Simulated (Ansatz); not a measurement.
# Molecular dynamics of KTaO₃

input.yaml

```yaml
accuracy: low
crystal:
  lattice:
    - [8.12124, 0.0, 0.0]
    - [0.0, 8.12124, 0.0]
    - [0.0, 0.0, 8.12124]
  atoms:
    - { symbol: K, position: [0.0, 0.0, 0.0] }
    - { symbol: Ta, position: [0.25, 0.25, 0.25] }
    - { symbol: O, position: [0.25, 0.25, 0.0] }
    - { symbol: O, position: [0.0, 0.25, 0.25] }
    - { symbol: O, position: [0.25, 0.0, 0.25] }
    - { symbol: K, position: [0.0, 0.0, 0.5] }
    - { symbol: Ta, position: [0.25, 0.25, 0.75] }
    - { symbol: O, position: [0.25, 0.25, 0.5] }
    - { symbol: O, position: [0.0, 0.25, 0.75] }
    - { symbol: O, position: [0.25, 0.0, 0.75] }
    - { symbol: K, position: [0.0, 0.5, 0.0] }
    - { symbol: Ta, position: [0.25, 0.75, 0.25] }
    - { symbol: O, position: [0.25, 0.75, 0.0] }
    - { symbol: O, position: [0.0, 0.75, 0.25] }
    - { symbol: O, position: [0.25, 0.5, 0.25] }
    - { symbol: K, position: [0.0, 0.5, 0.5] }
    - { symbol: Ta, position: [0.25, 0.75, 0.75] }
    - { symbol: O, position: [0.25, 0.75, 0.5] }
    - { symbol: O, position: [0.0, 0.75, 0.75] }
    - { symbol: O, position: [0.25, 0.5, 0.75] }
    - { symbol: K, position: [0.5, 0.0, 0.0] }
    - { symbol: Ta, position: [0.75, 0.25, 0.25] }
    - { symbol: O, position: [0.75, 0.25, 0.0] }
    - { symbol: O, position: [0.5, 0.25, 0.25] }
    - { symbol: O, position: [0.75, 0.0, 0.25] }
    - { symbol: K, position: [0.5, 0.0, 0.5] }
    - { symbol: Ta, position: [0.75, 0.25, 0.75] }
    - { symbol: O, position: [0.75, 0.25, 0.5] }
    - { symbol: O, position: [0.5, 0.25, 0.75] }
    - { symbol: O, position: [0.75, 0.0, 0.75] }
    - { symbol: K, position: [0.5, 0.5, 0.0] }
    - { symbol: Ta, position: [0.75, 0.75, 0.25] }
    - { symbol: O, position: [0.75, 0.75, 0.0] }
    - { symbol: O, position: [0.5, 0.75, 0.25] }
    - { symbol: O, position: [0.75, 0.5, 0.25] }
    - { symbol: K, position: [0.5, 0.5, 0.5] }
    - { symbol: Ta, position: [0.75, 0.75, 0.75] }
    - { symbol: O, position: [0.75, 0.75, 0.5] }
    - { symbol: O, position: [0.5, 0.75, 0.75] }
    - { symbol: O, position: [0.75, 0.5, 0.75] }
basis:
  ecutwfc: 500.0
kpoints:
  mp_grid: { grid: [1, 1, 1] }
hamiltonian:
  xc: r2scan
scf:
  occupations: { method: fermi_dirac, width: 0.05 }
  lower_state_search: "off"
md:
  timestep: 1
  n_steps: 220
  ensemble: nve
  temperature: 3000.0
  initial_velocities: maxwell_boltzmann
  seed: 582663
```

Launched with:

```bash
$ ansatz run input.yaml --threads 4 --pin off --max-ram 10240MiB --backend cpu --events-out ev --progress --plain --runs-dir out
```

It starts from a structure without forces on its atoms.

Output, in part (step lines):

```
md step     0: t =     0.00 fs  T =  3000.0 K  F+E_penalty+E_count = -105586.66768752 eV  E_kin = 15.123420 eV  conserved = -105571.54426764 eV  (9 SCF iters)
md step     1: t =     1.00 fs  T =  2992.0 K  F+E_penalty+E_count = -105586.62733459 eV  E_kin = 15.083109 eV  conserved = -105571.54422555 eV  (9 SCF iters)
md step     2: t =     2.00 fs  T =  2968.3 K  F+E_penalty+E_count = -105586.50777729 eV  E_kin = 14.963760 eV  conserved = -105571.54401709 eV  (9 SCF iters)
md step     3: t =     3.00 fs  T =  2930.0 K  F+E_penalty+E_count = -105586.31405446 eV  E_kin = 14.770441 eV  conserved = -105571.54361352 eV  (9 SCF iters)
md step     4: t =     4.00 fs  T =  2878.7 K  F+E_penalty+E_count = -105586.05487024 eV  E_kin = 14.511814 eV  conserved = -105571.54305640 eV  (9 SCF iters)
md step     5: t =     5.00 fs  T =  2816.7 K  F+E_penalty+E_count = -105585.74188091 eV  E_kin = 14.199458 eV  conserved = -105571.54242316 eV  (6 SCF iters)
md step     6: t =     6.00 fs  T =  2746.7 K  F+E_penalty+E_count = -105585.38843481 eV  E_kin = 13.846680 eV  conserved = -105571.54175530 eV  (4 SCF iters)
md step     7: t =     7.00 fs  T =  2671.5 K  F+E_penalty+E_count = -105585.00847640 eV  E_kin = 13.467334 eV  conserved = -105571.54114200 eV  (4 SCF iters)
[... lines left out ...]
```

The steps, from the saved trajectory:

```json
{"time (fs)": "0", "T (K)": "3000", "potential energy less start (eV)": "0.000", "conserved less start (meV/atom)": "0.00"}
{"time (fs)": "7", "T (K)": "2671", "potential energy less start (eV)": "1.659", "conserved less start (meV/atom)": "0.08"}
{"time (fs)": "14", "T (K)": "2161", "potential energy less start (eV)": "4.234", "conserved less start (meV/atom)": "0.09"}
{"time (fs)": "21", "T (K)": "1749", "potential energy less start (eV)": "6.311", "conserved less start (meV/atom)": "0.05"}
{"time (fs)": "28", "T (K)": "1384", "potential energy less start (eV)": "8.153", "conserved less start (meV/atom)": "0.15"}
{"time (fs)": "35", "T (K)": "1431", "potential energy less start (eV)": "7.915", "conserved less start (meV/atom)": "0.09"}
{"time (fs)": "42", "T (K)": "1590", "potential energy less start (eV)": "7.104", "conserved less start (meV/atom)": "-0.04"}
{"time (fs)": "49", "T (K)": "1467", "potential energy less start (eV)": "7.735", "conserved less start (meV/atom)": "0.21"}
{"time (fs)": "56", "T (K)": "1896", "potential energy less start (eV)": "5.565", "conserved less start (meV/atom)": "-0.04"}
{"time (fs)": "63", "T (K)": "1973", "potential energy less start (eV)": "5.178", "conserved less start (meV/atom)": "-0.03"}
{"time (fs)": "70", "T (K)": "1655", "potential energy less start (eV)": "6.789", "conserved less start (meV/atom)": "0.18"}
{"time (fs)": "77", "T (K)": "1855", "potential energy less start (eV)": "5.772", "conserved less start (meV/atom)": "0.02"}
{"time (fs)": "84", "T (K)": "2077", "potential energy less start (eV)": "4.653", "conserved less start (meV/atom)": "0.04"}
{"time (fs)": "91", "T (K)": "2127", "potential energy less start (eV)": "4.406", "conserved less start (meV/atom)": "0.07"}
{"time (fs)": "98", "T (K)": "2206", "potential energy less start (eV)": "4.003", "conserved less start (meV/atom)": "-0.06"}
{"time (fs)": "105", "T (K)": "2044", "potential energy less start (eV)": "4.824", "conserved less start (meV/atom)": "0.14"}
{"time (fs)": "112", "T (K)": "2142", "potential energy less start (eV)": "4.322", "conserved less start (meV/atom)": "-0.03"}
{"time (fs)": "119", "T (K)": "2071", "potential energy less start (eV)": "4.687", "conserved less start (meV/atom)": "0.06"}
{"time (fs)": "126", "T (K)": "1949", "potential energy less start (eV)": "5.302", "conserved less start (meV/atom)": "0.05"}
{"time (fs)": "133", "T (K)": "1843", "potential energy less start (eV)": "5.834", "conserved less start (meV/atom)": "0.10"}
{"time (fs)": "140", "T (K)": "1979", "potential energy less start (eV)": "5.148", "conserved less start (meV/atom)": "0.05"}
{"time (fs)": "147", "T (K)": "2178", "potential energy less start (eV)": "4.142", "conserved less start (meV/atom)": "0.01"}
{"time (fs)": "154", "T (K)": "2083", "potential energy less start (eV)": "4.621", "conserved less start (meV/atom)": "-0.02"}
{"time (fs)": "161", "T (K)": "1704", "potential energy less start (eV)": "6.539", "conserved less start (meV/atom)": "0.18"}
{"time (fs)": "168", "T (K)": "1844", "potential energy less start (eV)": "5.832", "conserved less start (meV/atom)": "0.05"}
{"time (fs)": "175", "T (K)": "2019", "potential energy less start (eV)": "4.948", "conserved less start (meV/atom)": "0.04"}
{"time (fs)": "182", "T (K)": "2110", "potential energy less start (eV)": "4.492", "conserved less start (meV/atom)": "0.11"}
{"time (fs)": "189", "T (K)": "2307", "potential energy less start (eV)": "3.493", "conserved less start (meV/atom)": "-0.03"}
{"time (fs)": "196", "T (K)": "2141", "potential energy less start (eV)": "4.335", "conserved less start (meV/atom)": "0.07"}
{"time (fs)": "203", "T (K)": "1920", "potential energy less start (eV)": "5.446", "conserved less start (meV/atom)": "0.03"}
{"time (fs)": "210", "T (K)": "1657", "potential energy less start (eV)": "6.774", "conserved less start (meV/atom)": "0.11"}
{"time (fs)": "217", "T (K)": "1750", "potential energy less start (eV)": "6.303", "conserved less start (meV/atom)": "0.10"}
```

All steps were run. The conserved energy stayed within 0.22 meV per atom of its start (net change 0.022 meV per atom), so the integration is sound. A run of 0.22 ps of so small a system gives no equilibrium averages. Limits of this set-up: coarse k mesh, low accuracy level.

Mean squared displacements from the first frame to the last, about the centre of mass: K 0.17 Å², Ta 0.05 Å², O 0.17 Å².

Last frame:

```xyz
40
Lattice="8.1212 0.0000 0.0000 0.0000 8.1212 0.0000 0.0000 0.0000 8.1212" Properties=species:S:1:pos:R:3
K -0.467 -0.329 0.122
Ta 2.010 2.062 1.953
O 1.767 1.904 0.066
O -0.117 2.105 2.063
O 1.510 -0.108 2.083
K -0.123 -0.353 4.280
Ta 2.015 2.061 5.965
O 2.086 1.874 4.117
O -0.130 2.038 5.725
O 1.778 0.040 6.263
K 0.540 3.994 0.032
Ta 1.950 6.145 2.119
O 2.393 5.818 -0.053
O -0.125 5.674 1.847
O 2.052 3.805 2.275
K 0.009 4.267 3.943
Ta 2.232 6.435 6.183
O 1.716 6.133 4.075
O 0.018 5.650 6.215
O 2.373 3.935 6.316
K 4.072 0.040 0.478
Ta 6.219 2.197 2.195
O 6.034 2.106 -0.326
O 3.780 1.648 2.017
O 6.076 -0.124 1.784
K 3.972 0.093 4.207
Ta 6.225 1.891 6.047
O 5.678 1.997 3.893
O 3.964 1.780 6.306
O 6.210 -0.051 5.809
K 3.942 3.853 -0.193
Ta 6.049 6.082 1.930
O 5.562 5.737 -0.240
O 3.863 5.886 1.697
O 6.000 4.026 2.019
K 3.893 4.286 3.899
Ta 6.152 5.912 6.126
O 5.589 6.183 3.776
O 4.094 6.701 6.119
O 5.884 4.038 5.725
```

Time of the run: 13 min on 4 threads of AMD EPYC 7R13 Processor (Zen 3), on a shared host, peak memory 1.2 GiB.
